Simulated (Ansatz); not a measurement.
**C4H8Si: one species, many methods**

An exercise on one series of results from a longer session: the logs are not shown, and one member is left open.

Program: Ansatz 0.2.0, Gaussian basis. Level of theory: functionals in def2-TZVPP, the program's frozen cores in correlated methods. These are calculated values, not measurements.

The runs, in order: PBE-D4, r2SCAN-D4, PBE0-D4, B3LYP-D4, ωB97X-V, ωB97M-V, B2PLYP; CCSD(T)/def2-TZVPP; MP2/def2-QZVPP; extrapolation to the limit.

## The relaxed structure

An earlier PBE0-D4 in a triple-zeta def2 set relaxation fixed the geometry.

13 atoms, charge 0, spin multiplicity 1.

Atoms are counted from 1 here; the program's logs count them from 0.

Bond lengths: C1–C2 1.332 Å, C1–H6 1.083 Å, C1–H7 1.086 Å, C2–C3 1.458 Å, C2–H8 1.090 Å, C3–C4 1.339 Å, C3–Si5 1.874 Å, C4–H9 1.084 Å, C4–H10 1.088 Å, Si5–H11 1.485 Å, Si5–H12 1.488 Å, Si5–H13 1.488 Å. Angles: C2–C1–H6 121.4°, C2–C1–H7 122.1°, H6–C1–H7 116.6°, C1–C2–C3 125.3°, C1–C2–H8 118.9°, C3–C2–H8 115.8°, C2–C3–C4 120.2°, C2–C3–Si5 120.9°, C4–C3–Si5 119.0°, C3–C4–H9 122.2°, C3–C4–H10 121.3°, H9–C4–H10 116.5°, C3–Si5–H11 108.1°, C3–Si5–H12 111.2°, C3–Si5–H13 111.2°, H11–Si5–H12 109.3°, H11–Si5–H13 109.3°, H12–Si5–H13 107.7°.

Set-up of the first run:

in.yaml

```yaml
crystal:
  periodic: [false, false, false]
  atoms:
    - {symbol: C, position_ang: [0.556059, -0.177460, -1.959128]}
    - {symbol: C, position_ang: [-0.516654, -0.063260, -1.178158]}
    - {symbol: C, position_ang: [-0.491876, 0.042976, 0.275904]}
    - {symbol: C, position_ang: [-1.636381, 0.152886, 0.962325]}
    - {symbol: Si, position_ang: [1.130596, 0.029567, 1.213374]}
    - {symbol: H, position_ang: [0.464418, -0.252398, -3.035708]}
    - {symbol: H, position_ang: [1.563444, -0.200810, -1.554775]}
    - {symbol: H, position_ang: [-1.503893, -0.045457, -1.638827]}
    - {symbol: H, position_ang: [-1.656428, 0.233734, 2.043418]}
    - {symbol: H, position_ang: [-2.599586, 0.165310, 0.456229]}
    - {symbol: H, position_ang: [0.828246, 0.146583, 2.663039]}
    - {symbol: H, position_ang: [1.882909, -1.230249, 0.967980]}
    - {symbol: H, position_ang: [1.999646, 1.163777, 0.799027]}
basis:
  gaussian: {orbitals: def2-TZVPP}
hamiltonian: {xc: pbe, dispersion: d4}
output: {forces: true, orbitals: {seedname: orbitals}}
```

On the command line:

```console
> ansatz run in.yaml --threads 4 --pin off --events-out ev --progress --plain --max-ram 10444MiB
```

Steps of the session up to this table: PBE-D4 (GGA); r2SCAN-D4 (meta-GGA); PBE0-D4 (hybrid); B3LYP-D4 (hybrid); ωB97X-V (range-separated); ωB97M-V (range-separated); B2PLYP (double hybrid); CCSD(T) in def2-TZVPP; MP2 in def2-QZVPP.

One of the session's tables, all rows but one given; the rest of the session is left out.

It belongs to the step «Atomisation energies». 

| method | atomisation energy (kJ/mol) |
| --- | --- |
| PBE-D4 | 5203.0 |
| r2SCAN-D4 | 5123.4 |
| PBE0-D4 | 5134.5 |
| B3LYP-D4 | 5123.5 |
| ωB97X-V | 5111.5 |
| ωB97M-V | 5118.0 |
| B2PLYP | ? |
| HF/def2-TZVPP | 3853.0 |
| MP2/def2-TZVPP | 5043.6 |
| CCSD/def2-TZVPP | 4919.7 |
| CCSD(T)/def2-TZVPP | 4991.7 |
| MP2/CBS | 5158.1 |
| CCSD(T)/CBS | 5106.2 |

Estimate the missing values for B2PLYP.

**Answer.** atomisation energy (kJ/mol): 5065.0. In the column «atomisation energy (kJ/mol)» it lies between MP2/def2-TZVPP (5043.6) and CCSD(T)/CBS (5106.2).

Limits of these values: Free atoms (4 C, 1 Si, 8 H) were run apart at each level; the atomisation energy is their sum less the molecule, without zero-point or spin-orbit terms.
